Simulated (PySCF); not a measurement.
# C₆H₁₁FO: magnetic properties

Aim: compute the magnetic properties of C₆H₁₁FO (`C=C[C@@H](CF)COC`).

Programs: PySCF 2.14.0, with routines of our own; each step states its level. All values are computed. Atoms count from 0.

## Step 1: The system as given

19 atoms, charge 0, multiplicity 1; geometry from: GFN2-xTB.

## Step 2: Magnetic properties: GIAO B3LYP/pcSseg-1

Job settings and geometry (Å):

```
{"job": {"kind": "mag", "xc": "B3LYP", "basis": "pcSseg-1", "isotopologues": 2}, "charge": 0, "multiplicity": 1}
C     -2.544709     1.247008    -0.195606
C     -1.414931     0.622382    -0.463956
C     -0.754991    -0.356192     0.463294
C     -0.684766    -1.743133    -0.178963
F     -1.944012    -2.273781    -0.315126
C      0.663731     0.111756     0.809992
O      1.459999     0.091586    -0.351191
C      2.772445     0.532940    -0.124202
H     -3.080688     1.079956     0.724627
H     -2.989020     1.942359    -0.886663
H     -0.883567     0.792734    -1.389553
H     -1.332727    -0.431813     1.390184
H     -0.243845    -1.690782    -1.177468
H     -0.117924    -2.439889     0.447790
H      1.101172    -0.547961     1.577640
H      0.620842     1.131890     1.223426
H      2.787737     1.568665     0.237419
H      3.285473    -0.101531     0.609661
H      3.289976     0.473057    -1.079156
```

Method: GIAO B3LYP/pcSseg-1 magnetisability, rotational g tensor and spin-rotation constants, non-relativistic, gas phase.

Command:

```console
$ OMP_NUM_THREADS=1 python excited_run.py task.json out
```

One launch serves the whole session: the jobs run in the order shown.

Standard output:

```text
coarse grid: 15512 points
cycle   1  E = -410.0603932387  dE =  8.317e-01  |g| = 7.635e-01  |ddm| = 3.673e+00
cycle   2  E = -409.9396750611  dE =  1.207e-01  |g| = 1.144e+00  |ddm| = 1.647e+00
cycle   3  E = -410.1660674465  dE = -2.264e-01  |g| = 1.126e-01  |ddm| = 1.098e+00
cycle   4  E = -410.1682275071  dE = -2.160e-03  |g| = 4.346e-02  |ddm| = 1.102e-01
cycle   5  E = -410.1686038320  dE = -3.763e-04  |g| = 1.023e-02  |ddm| = 3.702e-02
cycle   6  E = -410.1686168741  dE = -1.304e-05  |g| = 4.750e-03  |ddm| = 1.025e-02
cycle   7  E = -410.1686211553  dE = -4.281e-06  |g| = 6.148e-04  |ddm| = 4.247e-03
final grid: 149152 points
cycle   8  E = -410.2478614032  dE = -4.572e-05  |g| = 8.946e-03  |ddm| = 2.896e-02
cycle   9  E = -410.2478468631  dE =  1.454e-05  |g| = 1.261e-02  |ddm| = 1.530e-02
cycle  10  E = -410.2478781735  dE = -3.131e-05  |g| = 1.579e-03  |ddm| = 9.431e-03
cycle  11  E = -410.2478787022  dE = -5.288e-07  |g| = 2.202e-04  |ddm| = 1.311e-03
cycle  12  E = -410.2478787068  dE = -4.524e-09  |g| = 1.818e-04  |ddm| = 2.843e-04
cycle  13  E = -410.2478787144  dE = -7.587e-09  |g| = 1.618e-05  |ddm| = 1.518e-04
cycle  14  E = -410.2478787144  dE = -3.399e-11  |g| = 1.070e-05  |ddm| = 2.216e-05
converged SCF energy = -410.2478787144

Magnetisability tensor (1e-30 J/T^2)
    -1290.66      -92.84      -41.08
      -92.84    -1184.39      -51.98
      -41.08      -51.98    -1116.20
isotropic -1197.08   principal values   -1360.22  -1143.42  -1087.61
isotropic susceptibility -72.090 1e-6 cm^3/mol

Inertial axes            a          b          c
rot. const./GHz      2.7584     1.2396     0.9489
chi total           -80.537    -68.828    -66.905
chi diamagnetic    -547.285  -1075.889  -1362.550
chi paramagnetic    466.748   1007.062   1295.644
quadrupole/D A       -0.738     -1.221      1.958
g nuclear            0.5970     0.5763     0.5681
g electronic        -0.6049    -0.5865    -0.5776
g total             -0.0079    -0.0102    -0.0095

Spin-rotation constants (kHz, H = +C I.J)
atom  isotope        aa         bb         cc
  4    19F        1.654      0.164      0.304
  8     1H       -0.178     -0.132      0.043
  9     1H       -0.273     -0.005     -0.022
 10     1H       -0.193     -0.124      0.062
 11     1H       -0.218     -0.141      0.009
 12     1H       -0.280     -0.109      0.054
 13     1H       -0.267      0.011     -0.044
 14     1H       -0.235     -0.044     -0.036
 15     1H       -0.233      0.029     -0.094
 16     1H       -0.261      0.026     -0.086
 17     1H       -0.256     -0.047     -0.033
 18     1H       -0.250     -0.120      0.032
  0    13C*       0.619      0.350      0.393
  1    13C*       0.729      0.389      0.449
  2    13C*       0.564      0.265      0.191
  3    13C*       0.522      0.359      0.283
  5    13C*       0.667      0.336      0.212
  6    17O*      -0.248     -0.089     -0.055
  7    13C*       0.391      0.304      0.242
* in the singly substituted isotopologue

Isotopologues: g along a, b, c
2H    at 8,9,10,11,12,1    -0.0072    -0.0087    -0.0084
13C   at 0                 -0.0080    -0.0100    -0.0093
```

Run time: 32 s. Hardware: 1 thread of Arm Neoverse V2, shared host; peak memory 0.84 GiB.

Key values:

| quantity | value |
| --- | --- |
| magnetisability | -1197·10⁻³⁰ J/T² |
| molar susceptibility | -72.1·10⁻⁶ cm³/mol |
| rotational g (a, b, c) | -0.0079, -0.0102, -0.0095 |

## Step 3: Magnetic properties: GIAO X3LYP/6-31++G**

Settings changed since step 2:

```diff
@@ -1,2 +1,2 @@
-{"job": {"kind": "mag", "xc": "B3LYP", "basis": "pcSseg-1", "isotopologues": 2}, "charge": 0, "multiplicity": 1}
+{"job": {"kind": "mag", "xc": "X3LYP", "basis": "6-31++G**"}, "charge": 0, "multiplicity": 1}
 C     -2.544709     1.247008    -0.195606
```

With the program's defaults for keys left out, this is: GIAO X3LYP/6-31++G** magnetisability, rotational g tensor and spin-rotation constants, non-relativistic, gas phase.

Standard output:

```text
coarse grid: 15512 points
cycle   1  E = -410.0777916234  dE =  8.495e-01  |g| = 6.977e-01  |ddm| = 4.534e+00
cycle   2  E = -409.9569560418  dE =  1.208e-01  |g| = 1.079e+00  |ddm| = 4.358e+00
cycle   3  E = -410.1766736805  dE = -2.197e-01  |g| = 1.047e-01  |ddm| = 2.979e+00
cycle   4  E = -410.1786221745  dE = -1.948e-03  |g| = 4.241e-02  |ddm| = 3.802e-01
cycle   5  E = -410.1790169653  dE = -3.948e-04  |g| = 1.107e-02  |ddm| = 1.117e-01
cycle   6  E = -410.1790353727  dE = -1.841e-05  |g| = 4.964e-03  |ddm| = 2.694e-02
cycle   7  E = -410.1790406912  dE = -5.318e-06  |g| = 6.944e-04  |ddm| = 1.334e-02
final grid: 149152 points
cycle   8  E = -410.1279861556  dE = -3.780e-05  |g| = 8.154e-03  |ddm| = 2.123e-01
cycle   9  E = -410.1279745701  dE =  1.159e-05  |g| = 1.124e-02  |ddm| = 4.085e-02
cycle  10  E = -410.1280014368  dE = -2.687e-05  |g| = 1.499e-03  |ddm| = 2.468e-02
cycle  11  E = -410.1280019355  dE = -4.988e-07  |g| = 1.905e-04  |ddm| = 3.098e-03
cycle  12  E = -410.1280019400  dE = -4.442e-09  |g| = 1.479e-04  |ddm| = 5.156e-04
cycle  13  E = -410.1280019450  dE = -5.067e-09  |g| = 1.575e-05  |ddm| = 3.402e-04
cycle  14  E = -410.1280019451  dE = -5.264e-11  |g| = 6.625e-06  |ddm| = 6.141e-05
converged SCF energy = -410.1280019451

Magnetisability tensor (1e-30 J/T^2)
    -1299.80      -94.13      -44.94
      -94.13    -1188.42      -53.47
      -44.94      -53.47    -1123.07
isotropic -1203.76   principal values   -1370.98  -1147.62  -1092.69
isotropic susceptibility -72.492 1e-6 cm^3/mol

Inertial axes            a          b          c
rot. const./GHz      2.7584     1.2396     0.9489
chi total           -81.130    -69.053    -67.294
chi diamagnetic    -547.838  -1076.986  -1363.778
chi paramagnetic    466.708   1007.932   1296.484
quadrupole/D A       -1.427     -0.988      2.415
g nuclear            0.5970     0.5763     0.5681
g electronic        -0.6048    -0.5870    -0.5779
g total             -0.0078    -0.0107    -0.0099

Spin-rotation constants (kHz, H = +C I.J)
atom  isotope        aa         bb         cc
  4    19F        1.388      0.133      0.241
  8     1H       -0.176     -0.130      0.043
  9     1H       -0.271     -0.005     -0.021
 10     1H       -0.190     -0.121      0.064
 11     1H       -0.214     -0.139      0.010
 12     1H       -0.279     -0.108      0.054
 13     1H       -0.269      0.011     -0.044
 14     1H       -0.234     -0.044     -0.034
 15     1H       -0.232      0.029     -0.093
 16     1H       -0.259      0.026     -0.086
 17     1H       -0.254     -0.047     -0.033
 18     1H       -0.246     -0.120      0.032
  0    13C*       0.543      0.308      0.345
  1    13C*       0.648      0.344      0.397
  2    13C*       0.499      0.238      0.170
  3    13C*       0.455      0.323      0.254
  5    13C*       0.593      0.300      0.189
  6    17O*      -0.228     -0.081     -0.052
  7    13C*       0.334      0.271      0.216
* in the singly substituted isotopologue
```

Wall time 33 s (1 thread of Arm Neoverse V2, shared host); peak memory 0.91 GiB.

Key values:

| quantity | value |
| --- | --- |
| magnetisability | -1204·10⁻³⁰ J/T² |
| molar susceptibility | -72.5·10⁻⁶ cm³/mol |
| rotational g (a, b, c) | -0.0078, -0.0107, -0.0099 |

## Step 4: The levels compared

| level | ξ (10⁻³⁰ J/T²) | g(a) | g(b) | gap (eV) | functions | time |
| --- | --- | --- | --- | --- | --- | --- |
| GIAO B3LYP/pcSseg-1 | -1197 | -0.0079 | -0.0102 | 7.43 | 191 | 32 s |
| GIAO X3LYP/6-31++G** | -1204 | -0.0078 | -0.0107 | 6.97 | 210 | 33 s |

## Step 5: Summary of results

```
                                            quantity                      value
       magnetisability (step 2, GIAO B3LYP/pcSseg-1)           -1197·10⁻³⁰ J/T²
  molar susceptibility (step 2, GIAO B3LYP/pcSseg-1)         -72.1·10⁻⁶ cm³/mol
rotational g (a, b, c) (step 2, GIAO B3LYP/pcSseg-1)  -0.0079, -0.0102, -0.0095
                     magnetisability over the levels  -1204 to -1197·10⁻³⁰ J/T²
```

What this shows: The magnetisability spreads by 0.6 % over 2 levels of like cost. Two levels can agree by chance, so this spread shows no convergence. Vibrational averaging and real surroundings are missing from these values.
